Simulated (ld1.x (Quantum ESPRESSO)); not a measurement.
**A PAW potential for W, from input to tests**

Task: generate the file, and judge it by its errors in other configurations, its logarithmic derivatives, its ghosts and its cutoff.

Program: ld1.x (Quantum ESPRESSO) 7.5. Reference atom: PBE, scalar-relativistic, spherical and spin-unpolarised. All values are calculated.

### Step 1. The atom and the settings

Typed settings, in words:

* element: tungsten (W, Z = 74)
* type: PAW
* frozen core: [Xe] 4f14
* valence charge: 6
* reference configuration: 5d4 6s2 6p0
* partial waves: 6s (bound): rcut 1.95, rcutus 2.60 bohr; 6s channel at 4.9 Ry: rcut 1.95, rcutus 2.60 bohr; 6p (bound, empty): rcut 2.40, rcutus 3.05 bohr; 6p channel at 0.55 Ry: rcut 2.40, rcutus 3.05 bohr; 5d (bound): rcut 2.25, rcutus 2.90 bohr; 5d channel at 3.6 Ry: rcut 2.25, rcutus 2.90 bohr
* local potential: all-electron potential smoothed inside 2.05 bohr (lloc = -2)
* core correction: not asked for
* augmentation charge: BESSEL, radius 1.70 bohr

### Step 2. Generation

The input, W.in:

```
 &input
   title='W', zed=74., rel=1, dft='PBE', iswitch=3,
   config='[Xe] 4f14 5d4 6s2 6p0',
   nld=3, rlderiv=3.30, eminld=-2.0, emaxld=5.0, deld=0.02
 /
 &inputp
   pseudotype=3, lpaw=.true., tm=.true., lloc=-2, rcloc=2.05,
   nlcc=.false.,
   which_augfun='BESSEL', rmatch_augfun=1.70,
   file_pseudopw='W.UPF', file_wfcaegen='ae.wfc', file_wfcncgen='nc.wfc', file_beta='beta', file_chi='chi', file_wfcusgen='us.wfc'
 /
6
6S  1  0   2.00   0.00  1.95  2.60  0.0
6S  1  0   0.00   4.90  1.95  2.60  0.0
6P  2  1   0.00   0.00  2.40  3.05  0.0
6P  2  1   0.00   0.55  2.40  3.05  0.0
5D  3  2   4.00   0.00  2.25  2.90  0.0
5D  3  2   0.00   3.60  2.25  2.90  0.0
 &test
   configts(1)='5d4 6s2 6p0'
 /
```

On the command line:

```
$ ld1.x < W.in > W.out
```

What the program wrote to W.out (without the banner and most projector matrices):

```text
     Program LD1 v.7.5
     --------------------------- All-electron run ----------------------------

     W
     scalar relativistic calculation

     atomic number is 74.00
     dft =PBE   lsd =0 sic =0 latt =0  beta=0.20 tr2=1.0E-14
     Exchange-correlation= PBE
                           (   1   4   3   4   0   0   0)
     mesh =1273 r(mesh) =  99.08072 a.u. xmin = -7.00 dx = 0.01250
     1 Ry =  13.60569312 eV, c = 137.03599908

     n l     nl                  e(Ry)          e(Ha)          e(eV)
     1 0     1S 1( 2.00)     -5108.0325     -2554.0163    -69498.3227
     2 0     2S 1( 2.00)      -881.6250      -440.8125    -11995.1197
     2 1     2P 1( 6.00)      -770.9375      -385.4687    -10489.1389
     3 0     3S 1( 2.00)      -203.0444      -101.5222     -2762.5605
     3 1     3P 1( 6.00)      -170.2715       -85.1358     -2316.6624
     4 0     4S 1( 2.00)       -41.8880       -20.9440      -569.9155
     4 1     4P 1( 6.00)       -31.1402       -15.5701      -423.6836
     3 2     3D 1(10.00)      -132.6048       -66.3024     -1804.1802
     5 0     5S 1( 2.00)        -5.8117        -2.9059       -79.0726
     5 1     5P 1( 6.00)        -3.1753        -1.5876       -43.2016
     4 2     4D 1(10.00)       -17.5243        -8.7621      -238.4301
     4 3     4F 1(14.00)        -2.4407        -1.2203       -33.2069
     5 2     5D 1( 4.00)        -0.3293        -0.1646        -4.4800
     6 0     6S 1( 2.00)        -0.4199        -0.2099        -5.7127
     6 1     6P 1( 0.00)        -0.1001        -0.0500        -1.3613

     final scf error:  6.9E-15 reached in  30 iterations

     Etot =  -32285.036163 Ry,  -16142.518081 Ha, -439260.294494 eV

     Ekin =   35580.599384 Ry,   17790.299692 Ha,  484098.716355 eV
     Encl =  -79832.739882 Ry,  -39916.369941 Ha,-1086179.759998 eV
     Eh   =   12612.479938 Ry,    6306.239969 Ha,  171601.531560 eV
     Exc  =    -645.375604 Ry,    -322.687802 Ha,   -8780.782411 eV

     normalization and overlap integrals

     s(1S/1S) =  1.000000  <r> =   0.0183  <r2> =    0.0005  r(max) =   0.0115
     s(2S/2S) =  1.000000  <r> =   0.0776  <r2> =    0.0071  r(max) =   0.0653
     s(2P/2P) =  1.000000  <r> =   0.0694  <r2> =    0.0059  r(max) =   0.0541
     s(3S/3S) =  1.000000  <r> =   0.2010  <r2> =    0.0462  r(max) =   0.1842
     s(3P/3P) =  1.000000  <r> =   0.2013  <r2> =    0.0470  r(max) =   0.1842
     s(4S/4S) =  1.000000  <r> =   0.4495  <r2> =    0.2281  r(max) =   0.4204
     s(4P/4P) =  1.000000  <r> =   0.4780  <r2> =    0.2599  r(max) =   0.4419
     s(3D/3D) =  1.000000  <r> =   0.1824  <r2> =    0.0390  r(max) =   0.1490
     s(5S/5S) =  1.000000  <r> =   1.0670  <r2> =    1.2795  r(max) =   0.9593
     s(5P/5P) =  1.000000  <r> =   1.2493  <r2> =    1.7716  r(max) =   1.0870
     s(4D/4D) =  1.000000  <r> =   0.5113  <r2> =    0.3030  r(max) =   0.4531
     s(4F/4F) =  1.000000  <r> =   0.6078  <r2> =    0.4644  r(max) =   0.4310
     s(5D/5D) =  1.000000  <r> =   2.0741  <r2> =    5.2814  r(max) =   1.4858
     s(6S/6S) =  1.000000  <r> =   3.1762  <r2> =   11.5366  r(max) =   2.6736
     s(6P/6P) =  1.000000  <r> =   4.8422  <r2> =   27.6044  r(max) =   3.7469

     ------------------------ End of All-electron run ------------------------

     --------------------- Generating PAW atomic setup --------------------

      Generating local potential from pseudized AE potential:
      Matching radius rcloc =   2.0500
      Enforcing V''(0)=0 (lloc=-2)

      Local pseudo, rcloc= 2.056 Estimated cut-off energy=     7.73 Ry

      Computing core charge for PAW:

       r > 1.58 : true rho core
       r < 1.58 : rho core = a sin(br)/r    a=   6.15  b=   1.68

      Integrated core pseudo-charge :   7.68
      Wfc-us  6S rcutus= 2.575  Estimated cut-off energy=     6.61 Ry
      Wfc-us  6S rcutus= 2.575  Estimated cut-off energy=    15.95 Ry
      Wfc-us  6P rcutus= 3.068  Estimated cut-off energy=     7.64 Ry
      Wfc-us  6P rcutus= 3.068  Estimated cut-off energy=     8.56 Ry
      Wfc-us  5D rcutus= 2.918  Estimated cut-off energy=    13.79 Ry
      Wfc-us  5D rcutus= 2.918  Estimated cut-off energy=    15.68 Ry

     Required augmentation: BESSEL   radius:    1.700000
     Suggested rho cutoff for augmentation:  34.16 Ry

     Estimated PAW energy = -654.361744 Ryd

     The PAW screened D coefficients
     0.61499     0.41437     0.00000     0.00000     0.00000     0.00000
     0.41437     0.52021     0.00000     0.00000     0.00000     0.00000
     0.00000     0.00000     0.14428     0.20625     0.00000     0.00000
     0.00000     0.00000     0.20625     0.29510     0.00000     0.00000
     0.00000     0.00000     0.00000     0.00000    -0.44820     0.11180
     0.00000     0.00000     0.00000     0.00000     0.11180     0.51299

     The PAW descreened D coefficients (US)
     0.42100     0.51543     0.00000     0.00000     0.00000     0.00000
     0.51543     0.90141     0.00000     0.00000     0.00000     0.00000
     0.00000     0.00000     0.11447     0.13766     0.00000     0.00000
     0.00000     0.00000     0.13766     0.16477     0.00000     0.00000
     0.00000     0.00000     0.00000     0.00000     2.02345     1.64365
     0.00000     0.00000     0.00000     0.00000     1.64365     0.95827

     ------------------- End of pseudopotential generation -------------------

     [... the all-electron block is printed once more ...]


     Computing logarithmic derivative in   3.28611
     Computing logarithmic derivative in   3.28611
     Computing the partial wave expansion
     R is outside the sphere for l=    0 j= 0.00
     R is outside the sphere for l=    0 j= 0.00
     R is outside the sphere for l=    1 j= 0.00
     R is outside the sphere for l=    1 j= 0.00
     R is outside the sphere for l=    2 j= 0.00
     R is outside the sphere for l=    2 j= 0.00

     ---------------------- Testing the pseudopotential ----------------------

     W
     scalar relativistic calculation

     atomic number is 74.00   valence charge is  6.00
     dft = SLA  PW   PBX  PBC   lsd =0 sic =0 latt =0  beta=0.20 tr2=1.0E-14
     mesh =1273 r(mesh) =  99.08072 xmin = -7.00 dx = 0.01250

     n l     nl             e AE (Ry)        e PS (Ry)    De AE-PS (Ry)
     3 2     5D   1( 4.00)       -0.32927       -0.32929        0.00002
     1 0     6S   1( 2.00)       -0.41988       -0.41986       -0.00001
     2 1     6P   1( 0.00)       -0.10005       -0.10003       -0.00002

     eps = 2.5E-17  iter =  6

     Etot =  -32285.036163 Ry,  -16142.518081 Ha, -439260.294494 eV
     Etotps =  -654.361658 Ry,    -327.180829 Ha,   -8903.043903 eV

     Ekin =      44.121681 Ry,      22.060841 Ha,     600.306058 eV
     Encl =     -66.598423 Ry,     -33.299211 Ha,    -906.117701 eV
     Ehrt =      13.490194 Ry,       6.745097 Ha,     183.543446 eV
     Ecxc =    -645.375111 Ry,    -322.687555 Ha,   -8780.775706 eV

     ---------------------- End of pseudopotential test ----------------------
```

Run time: 3.4 s. Hardware: 1 thread of Intel Xeon Platinum 8488C, shared host. This counts the later configuration tests of the new file too.

Partial waves on a coarse radial grid (AE all-electron, PS pseudo):

| r (bohr) | 5d AE | 5d PS |
| --- | --- | --- |
| 0.152 | 0.1715 | 0.0011 |
| 0.305 | -0.2534 | 0.0089 |
| 0.458 | -0.2858 | 0.0290 |
| 0.610 | -0.0422 | 0.0647 |
| 0.762 | 0.2349 | 0.1169 |
| 0.915 | 0.4569 | 0.1843 |
| 1.068 | 0.6065 | 0.2623 |
| 1.220 | 0.6932 | 0.3440 |
| 1.372 | 0.7333 | 0.4228 |
| 1.525 | 0.7411 | 0.4925 |
| 1.678 | 0.7273 | 0.5467 |
| 1.830 | 0.7005 | 0.5817 |
| 1.982 | 0.6660 | 0.5967 |
| 2.135 | 0.6274 | 0.5929 |
| 2.288 | 0.5872 | 0.5736 |
| 2.440 | 0.5474 | 0.5437 |
| 2.592 | 0.5084 | 0.5081 |
| 2.745 | 0.4707 | 0.4708 |
| 2.898 | 0.4349 | 0.4349 |
| 3.050 | 0.4012 | 0.4012 |
| 3.202 | 0.3695 | 0.3695 |
| 3.355 | 0.3397 | 0.3397 |
| 3.508 | 0.3119 | 0.3119 |
| 3.660 | 0.2863 | 0.2863 |
| 3.812 | 0.2626 | 0.2626 |
| 3.965 | 0.2405 | 0.2405 |

### Step 3. Configuration tests

The input, W.test.in:

```
 &input
   title='W', zed=74., rel=1, dft='PBE', iswitch=2,
   config='[Xe] 4f14 5d4 6s2 6p0'
 /
 &test
   file_pseudo='W.UPF', nconf=8,
   configts(1)='5d4 6s2 6p0',
   configts(2)='5d4 6s1 6p0',
   configts(3)='5d4 6s0 6p0',
   configts(4)='5d3 6s0 6p0',
   configts(5)='5d4 6s1.5 6p0',
   configts(6)='5d4 6s0 6p1',
   configts(7)='5d3 6s2 6p0',
   configts(8)='5d5 6s0 6p0'
 /
```

On the command line:

```
$ ld1.x < W.test.in > W.test.out
```

W.test.out, the pseudopotential blocks:

```text
     ---------------------- Testing the pseudopotential ----------------------

     W
     scalar relativistic calculation

     atomic number is 74.00   valence charge is  6.00
     dft =SLA  PW   PBX  PBC   lsd =0 sic =0 latt =0  beta=0.20 tr2=1.0E-14
     mesh =1273 r(mesh) =  99.08072 xmin = -7.00 dx = 0.01250

     n l     nl             e AE (Ry)        e PS (Ry)    De AE-PS (Ry)
     3 2     5D   1( 4.00)       -0.32927       -0.32929        0.00002
     1 0     6S   1( 2.00)       -0.41988       -0.41986       -0.00001
     2 1     6P   1( 0.00)       -0.10005       -0.10003       -0.00002

     eps = 2.6E-17  iter =  6

     Etot =  -32285.036163 Ry,  -16142.518081 Ha, -439260.294494 eV
     Etotps =  -654.361658 Ry,    -327.180829 Ha,   -8903.043903 eV

     Ekin =      44.121681 Ry,      22.060841 Ha,     600.306058 eV
     Encl =     -66.598423 Ry,     -33.299211 Ha,    -906.117701 eV
     Ehrt =      13.490194 Ry,       6.745097 Ha,     183.543446 eV
     Ecxc =    -645.375111 Ry,    -322.687555 Ha,   -8780.775706 eV

     ---------------------- End of pseudopotential test ----------------------

     ---------------------- Testing the pseudopotential ----------------------

     W
     [...]
     n l     nl             e AE (Ry)        e PS (Ry)    De AE-PS (Ry)
     3 2     5D   1( 4.00)       -0.86192       -0.86153       -0.00039
     1 0     6S   1( 1.00)       -0.89530       -0.89522       -0.00007
     2 1     6P   1( 0.00)       -0.50053       -0.50004       -0.00049

     eps = 7.5E-15  iter = 10

     Etot =  -32284.383265 Ry,  -16142.191633 Ha, -439251.411371 eV
     Etotps =  -653.708499 Ry,    -326.854249 Ha,   -8894.157226 eV
     dEtot_ae =       0.652898 Ry
     dEtot_ps =       0.653159 Ry,   Delta E=      -0.000261 Ry

     [...]
     ---------------------- End of pseudopotential test ----------------------

     ---------------------- Testing the pseudopotential ----------------------

     W
     [...]
     n l     nl             e AE (Ry)        e PS (Ry)    De AE-PS (Ry)
     3 2     5D   1( 4.00)       -1.46122       -1.46123        0.00000
     1 0     6S   1( 0.00)       -1.41739       -1.41563       -0.00176
     2 1     6P   1( 0.00)       -0.95514       -0.95174       -0.00339

     eps = 9.3E-17  iter =  9

     Etot =  -32283.230847 Ry,  -16141.615423 Ha, -439235.731921 eV
     Etotps =  -652.556480 Ry,    -326.278240 Ha,   -8878.483208 eV
     dEtot_ae =       1.805316 Ry
     dEtot_ps =       1.805178 Ry,   Delta E=       0.000138 Ry

     [...]
     ---------------------- End of pseudopotential test ----------------------

     ---------------------- Testing the pseudopotential ----------------------

     W
     [...]
     n l     nl             e AE (Ry)        e PS (Ry)    De AE-PS (Ry)
     3 2     5D   1( 3.00)       -2.28639       -2.30723        0.02084  !
     1 0     6S   1( 0.00)       -2.08186       -2.09056        0.00870  !
     2 1     6P   1( 0.00)       -1.53018       -1.52754       -0.00263

     eps = 9.8E-16  iter =  9

     Etot =  -32281.365306 Ry,  -16140.682653 Ha, -439210.349951 eV
     Etotps =  -650.681925 Ry,    -325.340963 Ha,   -8852.978594 eV
     dEtot_ae =       3.670856 Ry
     dEtot_ps =       3.679732 Ry,   Delta E=      -0.008876 Ry

     [...]
     ---------------------- End of pseudopotential test ----------------------

     ---------------------- Testing the pseudopotential ----------------------

     W
     [...]
     n l     nl             e AE (Ry)        e PS (Ry)    De AE-PS (Ry)
     3 2     5D   1( 4.00)       -0.58620       -0.58598       -0.00022
     1 0     6S   1( 1.50)       -0.65091       -0.65099        0.00008
     2 1     6P   1( 0.00)       -0.29183       -0.29174       -0.00009

     eps = 2.5E-15  iter =  9

     Etot =  -32284.769172 Ry,  -16142.384586 Ha, -439256.661901 eV
     Etotps =  -654.094556 Ry,    -327.047278 Ha,   -8899.409801 eV
     dEtot_ae =       0.266991 Ry
     dEtot_ps =       0.267102 Ry,   Delta E=      -0.000111 Ry

     [...]
     ---------------------- End of pseudopotential test ----------------------

     ---------------------- Testing the pseudopotential ----------------------

     W
     [...]
     n l     nl             e AE (Ry)        e PS (Ry)    De AE-PS (Ry)
     3 2     5D   1( 4.00)       -0.95514       -0.95660        0.00147
     1 0     6S   1( 0.00)       -0.96177       -0.96245        0.00068
     2 1     6P   1( 1.00)       -0.55469       -0.55462       -0.00008

     eps = 5.5E-16  iter =  9

     Etot =  -32283.982473 Ry,  -16141.991236 Ha, -439245.958312 eV
     Etotps =  -653.307036 Ry,    -326.653518 Ha,   -8888.695043 eV
     dEtot_ae =       1.053690 Ry
     dEtot_ps =       1.054622 Ry,   Delta E=      -0.000932 Ry

     [...]
     ---------------------- End of pseudopotential test ----------------------

     ---------------------- Testing the pseudopotential ----------------------

     W
     [...]
     n l     nl             e AE (Ry)        e PS (Ry)    De AE-PS (Ry)
     3 2     5D   1( 3.00)       -0.99174       -0.99355        0.00181
     1 0     6S   1( 2.00)       -0.96542       -0.96595        0.00052
     2 1     6P   1( 0.00)       -0.54328       -0.54246       -0.00083

     eps = 7.4E-15  iter = 11

     Etot =  -32284.387175 Ry,  -16142.193588 Ha, -439251.464568 eV
     Etotps =  -653.711955 Ry,    -326.855977 Ha,   -8894.204245 eV
     dEtot_ae =       0.648988 Ry
     dEtot_ps =       0.649703 Ry,   Delta E=      -0.000715 Ry

     [...]
     ---------------------- End of pseudopotential test ----------------------

     ---------------------- Testing the pseudopotential ----------------------

     W
     [...]
     n l     nl             e AE (Ry)        e PS (Ry)    De AE-PS (Ry)
     3 2     5D   1( 5.00)       -0.74575       -0.74148       -0.00427
     1 0     6S   1( 0.00)       -0.83049       -0.83124        0.00074
     2 1     6P   1( 0.00)       -0.46085       -0.46163        0.00078

     eps = 7.8E-15  iter =  9

     Etot =  -32284.323829 Ry,  -16142.161914 Ha, -439250.602699 eV
     Etotps =  -653.646332 Ry,    -326.823166 Ha,   -8893.311406 eV
     dEtot_ae =       0.712334 Ry
     dEtot_ps =       0.715325 Ry,   Delta E=      -0.002992 Ry

     [...]
     ---------------------- End of pseudopotential test ----------------------
```

Excitation and ionisation energies from 5d4 6s2 6p0, with the error of the potential.

```csv
valence configuration,charge,ΔE all-electron (eV),error AE − PS (meV)
5d4 6s1 6p0,+1,8.883,-3.6
5d4 6s0 6p0,+2,24.563,+1.9
5d3 6s0 6p0,+3,49.945,-121
5d4 6s1.5 6p0,+0.5,3.633,-1.5
5d4 6s0 6p1,+1,14.336,-13
5d3 6s2 6p0,+1,8.830,-9.7
5d5 6s0 6p0,+1,9.692,-41
```

### Step 4. Logarithmic derivatives

Taken from the files of the generation run. The phase is arctan(r·u′/u) with u = r·R, unwrapped, with energies in Ry. A pole is an energy at which the radial function vanishes at the test radius. The pseudo phase is shifted by a multiple of π to meet the all-electron one at the reference energy. Levels narrower than the energy grid can be missing from the poles. The last column is the largest difference on the grid between −1 and +1 Ry.

| channel | radius (bohr) | reference (Ry) | poles AE | poles PS | window around the reference with phases within 0.05 rad (Ry) | largest difference near zero (rad) |
| --- | --- | --- | --- | --- | --- | --- |
| s | 3.29 | -0.42 | 0.58 | 0.55, 2.46 | below 1.7 | 0.009 |
| p | 3.29 | -0.10 | 1.68 | 1.63, 2.58 | below 2.1 | 0.001 |
| d | 3.29 | -0.33 | -0.10, 3.68 | -0.10, 3.68 | the whole range | 0.001 |

Phases (rad) along the scan:

| E (Ry) | s AE | s PS | p AE | p PS |
| --- | --- | --- | --- | --- |
| -2.00 | 1.294 | 1.293 | 1.334 | 1.332 |
| -1.52 | 1.214 | 1.212 | 1.289 | 1.288 |
| -1.04 | 1.003 | 1.000 | 1.211 | 1.210 |
| -0.56 | -0.128 | -0.129 | 1.035 | 1.035 |
| -0.08 | -1.301 | -1.302 | 0.377 | 0.377 |
| 0.40 | -1.528 | -1.532 | -0.995 | -0.995 |
| 0.88 | -1.628 | -1.637 | -1.383 | -1.383 |
| 1.36 | -1.706 | -1.729 | -1.517 | -1.520 |
| 1.84 | -1.799 | -1.884 | -1.594 | -1.610 |
| 2.32 | -1.969 | -4.233 | -1.654 | -3.623 |
| 2.80 | -2.534 | -5.154 | -1.720 | -4.764 |
| 3.28 | -3.950 | -6.795 | -1.816 | -4.831 |
| 3.76 | -4.400 | -7.519 | -2.032 | -4.903 |
| 4.24 | -4.542 | -7.681 | -2.938 | -5.020 |
| 4.72 | -4.612 | -7.754 | -4.180 | -5.326 |

### Step 5. Cutoff and ghost test in a Bessel basis

This step uses the generator's waves and projectors in a separate script. Basis: spherical Bessel functions vanishing at 20 bohr, q² up to the cutoff; potential fixed at the reference.

All-electron valence levels (Ry): 6s -0.4199, 6p -0.1001, 5d -0.3293. The lowest levels of each channel (Ry) by cutoff; the last column sums, over occupied levels, occupation times the distance from the level at 400 Ry. A positive value at high cutoff is not a bound level.

| cutoff (Ry) | s #1 | p #1 | d #1 | f #1 | Σ f·Δε (mRy) |
| --- | --- | --- | --- | --- | --- |
| 8 | -0.4197 | -0.1000 | -0.2998 | 0.1094 | 118.2 |
| 10 | -0.4198 | -0.1000 | -0.3259 | 0.1094 | 13.7 |
| 12 | -0.4198 | -0.1000 | -0.3289 | 0.1094 | 1.5 |
| 18 | -0.4199 | -0.1001 | -0.3292 | 0.1094 | 0.4 |
| 21 | -0.4199 | -0.1001 | -0.3292 | 0.1094 | 0.1 |
| 25 | -0.4199 | -0.1001 | -0.3292 | 0.1094 | 0.1 |
| 400 | -0.4199 | -0.1001 | -0.3293 | 0.1094 | 0.0 |

The sum stays within 10 mRy from 12 Ry and within 1 mRy from 18 Ry. The sum leaves out empty levels, which can need more. Ghost test: no level below the all-electron spectrum of its channel (s, p, d, f tested).

### Step 6. Summary of results

| quantity | value |
| --- | --- |
| cutoffs for 10 and 1 mRy, occupied levels | 12 Ry and 18 Ry |
| bound ghosts | none found |
| largest test error (AE − PS) | -121 meV, for 5d3 6s0 6p0 |
| largest phase difference near zero energy, channels read | 0.009 rad |
| lowest eigenvalue of the overlap (Bessel basis) | 0.542 (p) |

What this shows: The worst unpolarised test, 5d3 6s0 6p0, is off by 121 meV on 49.9 eV; by total energies transferability rates as fair for so large an energy. That test lies far up in energy; among those under 40 eV, nearer to bonding, the largest error is 41 meV. The potential is soft on the atom at that tolerance: the looser tolerance needs 12 Ry. The slowest occupied level is 5d: taken alone it needs 12 Ry to come within 1 mRy, against 6 Ry or less for 6s. It is free of bound ghosts as far as tested. Near zero energy the phases of the channels with partial waves agree within 0.009 rad. These are tests on the free atom; a crystal test is still owed.
